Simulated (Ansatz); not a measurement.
# SrMg6Cr under changes of volume

One of the cells (25.281 Å³/atom); the others are scaled copies at fixed shape and fractional positions:

```xyz
8
Lattice="5.2031 0.0000 0.0000 0.0000 3.3412 5.8169 0.0000 -3.3412 5.8169" Properties=species:S:1:pos:R:3 pbc="T T T"
Sr    0.0000    0.0000    9.6452
Cr    2.6015    0.0000    7.5903
Mg    2.6015    0.0000    1.9420
Mg    2.6015    1.5672    4.9462
Mg    2.6015   -1.5672    4.9462
Mg    0.0000    0.0000    3.9314
Mg    0.0000    1.5935    6.7671
Mg    0.0000   -1.5935    6.7671
```

The cell comes from a database or a generator and needn't be the stable form of this composition.

| Quantity | Value |
| --- | --- |
| Program | Ansatz 0.2.0 |
| Functional | PBE |
| Potentials or basis | Ansatz PAW |
| Cutoff | 420 eV (not typed: the program's choice for these potentials) |
| k mesh | 5 × 5 × 5 |
| Occupations | fermi-dirac, width 0.05 eV |
| Spin | collinear spin, ferromagnetic start |
| Starting moments | [0.0, 3.0, 0.0, 0.0, 0.0, 0.0, 0.0, 0.0] μB |

| volume (Å³/atom) | energy over the lowest point (meV/atom) | pressure (GPa) | moment (μB per cell) | largest force (eV/Å) |
| --- | --- | --- | --- | --- |
| 23.764 | 10.41 | 2.2 | 4.36 | 0.054 |
| 24.270 | 4.63 | 1.5 | 4.39 | 0.059 |
| 24.776 | 1.23 | 0.7 | 4.43 | 0.075 |
| 25.281 | 0.00 | 0.1 | 4.47 | 0.089 |
| 25.787 | 0.72 | -0.5 | 4.50 | 0.102 |
| 26.293 | ? | ? | ? | ? |
| 26.798 | 7.30 | -1.5 | 4.57 | 0.125 |

Question: What does the run at 26.293 Å³/atom give?

Answer: Energy over the lowest point 3.21 meV/atom; pressure -1.0 GPa; moment 4.54 μB per cell; largest force 0.114 eV/Å.

Worked out: A Birch-Murnaghan fit of order 3 (a polynomial in V^(-2/3)) to the other rows has its minimum at 25.34 Å³/atom with B0 = V·E''(V) = 31 GPa and B' = 4.0 at fixed shape and positions, which overstates the stiffness. It gives 3.21 meV/atom at 26.293 Å³/atom, against the run's 3.21, and -dE/dV = -1.1 GPa, against -1.0. A straight line through the other rows of the moment, of slope 0.0701 μB per Å³/atom, gives 4.54 μB, against the run's 4.54.

Energies are extrapolated to zero smearing.
